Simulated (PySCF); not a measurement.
# F4Mo ([MoF4]+): the cost of one run

Computed with PySCF 2.14.0 and routines of our own; the level stands in each step. Atoms count from 0.

### 1 The system as given

5 atoms, charge 1, states of the metal's open shell are computed; geometry from: model geometry, bond lengths from ionic radii.

### 2 Ligand-field states: state-averaged CASSCF

The job: settings as JSON, then the geometry in Å.

```
{"job": {"kind": "lf", "basis": {"metal": "x2c-TZVPall", "ligand": "x2c-SVPall"}, "nevpt": true}, "charge": 1, "metal": "Mo", "open_shell": "d1"}
Mo     0.000000     0.000000     0.000000
F      1.033457     1.033457     1.033457
F     -1.033457    -1.033457     1.033457
F     -1.033457     1.033457    -1.033457
F      1.033457    -1.033457    -1.033457
```

With the program's defaults for keys left out, this is: state-averaged CASSCF of the metal d shell, SC-NEVPT2 on the averaged canonical orbitals, state-interaction spin-orbit coupling.

The run is started by

```
OMP_NUM_THREADS=1 python lf_run.py task.json out
```

This one command runs all jobs of the session in turn.

**Question.** How long does this first job take on 1 thread of Arm Neoverse V2, shared host, and how much memory does it need?

About 5.6 s, with a peak of 0.31 GiB.
